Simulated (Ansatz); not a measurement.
# C₂H₆BN: how energies converge with the basis set

The task here is to estimate one member of a computed series from the others.

Program: Ansatz 0.2.0, Gaussian basis. Level of theory: one geometry, several basis sets. These are calculated values, not measurements.

The runs, in order: PBE0-D4/def2-SVP; ωB97M-V/def2-SVP; PBE0-D4/def2-QZVPP; ωB97M-V/def2-QZVPP; the functionals' def2-TZVPP values are taken from earlier runs.

### The geometry

The geometry comes from an earlier relaxation with PBE0-D4 in a triple-zeta def2 set; it is a stationary point, not always the lowest conformer.

10 atoms, charge 0, spin multiplicity 1.

Atoms are counted from 1 here; the program's logs count them from 0.

Bond lengths: B1–C2 1.551 Å, B1–H5 1.195 Å, B1–H6 1.197 Å, C2–C3 1.490 Å, C2–N4 1.281 Å, C3–H7 1.095 Å, C3–H8 1.091 Å, C3–H9 1.094 Å, N4–H10 1.025 Å. Angles: C2–B1–H5 119.7°, C2–B1–H6 119.9°, H5–B1–H6 120.0°, B1–C2–C3 125.5°, B1–C2–N4 114.4°, C3–C2–N4 119.4°, C2–C3–H7 110.2°, C2–C3–H8 110.4°, C2–C3–H9 110.4°, H7–C3–H8 109.2°, H7–C3–H9 106.7°, H8–C3–H9 109.8°, C2–N4–H10 111.6°.

The first run:

The input, in.yaml:

```yaml
crystal:
  periodic: [false, false, false]
  atoms:
    - {symbol: B, position_ang: [-0.858939, 1.003994, -0.545533]}
    - {symbol: C, position_ang: [0.223684, -0.053144, -0.204541]}
    - {symbol: C, position_ang: [0.197505, -0.972905, 0.967731]}
    - {symbol: N, position_ang: [1.287917, 0.031787, -0.912746]}
    - {symbol: H, position_ang: [-1.283734, 1.077844, -1.660514]}
    - {symbol: H, position_ang: [-1.172445, 1.821915, 0.270283]}
    - {symbol: H, position_ang: [-0.619441, -1.694075, 0.865050]}
    - {symbol: H, position_ang: [1.143144, -1.510249, 1.051556]}
    - {symbol: H, position_ang: [0.007283, -0.412030, 1.887612]}
    - {symbol: H, position_ang: [1.158125, 0.655764, -1.715898]}
basis:
  gaussian: {orbitals: def2-SVP}
hamiltonian: {xc: pbe0, dispersion: d4}
output: {orbitals: {seedname: orbitals}}
```

Started as:

```
ansatz run in.yaml --threads 2 --pin off --events-out ev --progress --plain --max-ram 4352MiB
```

Among the steps run: PBE0-D4 in def2-SVP; ωB97M-V in def2-SVP; PBE0-D4 in def2-QZVPP; ωB97M-V in def2-QZVPP.

One table of the session follows, with a row left open; its other results are not shown here.

It belongs to the step «Functionals by basis». 

| functional | basis | HOMO (eV) | LUMO (eV) |
| --- | --- | --- | --- |
| PBE0-D4 | def2-SVP | -7.25 | -1.93 |
| PBE0-D4 | def2-TZVPP | -7.41 | -2.03 |
| PBE0-D4 | def2-QZVPP | -7.44 | -2.06 |
| ωB97M-V | def2-SVP | ? | ? |
| ωB97M-V | def2-TZVPP | -9.75 | -0.06 |
| ωB97M-V | def2-QZVPP | -9.78 | -0.13 |

**Question.** Estimate the row for ωB97M-V, def2-SVP.

The run gave: HOMO (eV): -9.55; LUMO (eV): 0.16. In the column «HOMO (eV)» it lies between ωB97M-V, def2-TZVPP (-9.75) and PBE0-D4, def2-QZVPP (-7.44).
